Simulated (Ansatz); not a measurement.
# Sn: a trigonal deformation path

The task here is to estimate one member of a computed series from the others.

Computed with Ansatz 0.2.0 (DFT PBEsol, scalar-relativistic, plane waves, PAW, unless a step's input says otherwise).

### Starting point

It takes space group Im-3m (No. 229, cubic). Conventional cell: a = 3.789 Å, b = 3.789 Å, c = 3.789 Å, α = 90.00°, β = 90.00°, γ = 90.00°. Sn (site symmetry m-3m) has 8 Sn at 3.28 Å in its first shell of neighbours.

Coordinates:

```
CELL_PARAMETERS angstrom
-1.89465 1.89465 1.89465
1.89465 -1.89465 1.89465
1.89465 1.89465 -1.89465
ATOMIC_POSITIONS crystal
Sn 0.00000 0.00000 0.00000
```

It goes back to an entry of the Materials Project, which need not be the stable form.

No relaxation comes first: the listed cell is the starting point.

### Zero of energy

The reference gives a free energy of -5949.7473 eV, pressure -2.16 GPa, largest force 0.000 eV/Å and gap on the mesh none (metal). It was computed beforehand with the settings of the runs below.

The first run:

At fixed volume and fractional coordinates, lengths along (0.577, 0.577, 0.577) are scaled against those across it; ρ is that ratio over its starting value.

The input, input.yaml:

```yaml
crystal:
  lattice:
    - [-2.7849636608, 1.9892597577, 1.9892597577]
    - [1.9892597577, -2.7849636608, 1.9892597577]
    - [1.9892597577, 1.9892597577, -2.7849636608]
  atoms:
    - { symbol: Sn, position: [0.0, 0.0, 0.0] }
basis:
  ecutwfc: 420
kpoints:
  mp_grid: { grid: [20, 20, 20] }
hamiltonian:
  xc: pbesol
scf:
  occupations: { method: gaussian, width: 0.15 }
output:
  forces: true
  stress: true
  eigenvalues: true
```

The run is started by

```
$ ansatz run input.yaml --threads 1 --pin off --max-ram 2560MiB --backend cpu --events-out ev --progress --plain --runs-dir out
```

Steps of the session up to this table: ρ = 0.500; Point ρ = 2.000; Point ρ = 0.710; ρ = 1.410; ρ = 0.600; Point ρ = 0.850; Point ρ = 1.200; At ρ = 1.700; ρ = 0.930; At ρ = 1.080.

One table of the session follows, with a row left open; its other results are not shown here.

Collected from the runs (energy zero: the undisturbed cell):

| ρ | ΔE (meV/atom) | pressure (GPa) |
| --- | --- | --- |
| 0.500 | 4306.7 | 62.3 |
| 0.600 | 1700.4 | 25.8 |
| 0.710 | 528.2 | 7.9 |
| 0.850 | 77.8 | -0.3 |
| 0.930 | 11.1 | -1.7 |
| 1.000 | 0.0 | -2.2 |
| 1.080 | 9.8 | -1.8 |
| 1.200 | 38.8 | -0.9 |
| 1.410 | ? | ? |
| 1.700 | 28.7 | 1.1 |
| 2.000 | 9.4 | 1.4 |

Q: Estimate the row for ρ = 1.410 from the others.

Worked estimate for «ΔE (meV/atom)». A straight line through the neighbours (1.200, 38.8) and (1.700, 28.7) gives 38.8 + (28.7 − 38.8) × (1.410 − 1.200) / (1.700 − 1.200) = 34.6; a parabola fitted to 4 rows on both sides gives 38.5.

**Answer.** ΔE (meV/atom): 73.0; pressure (GPa): 0.4. In «ΔE (meV/atom)» the line misses by -38.4 and the parabola by -34.5. Between these rows the values bend or scatter more than so simple an estimate can follow.
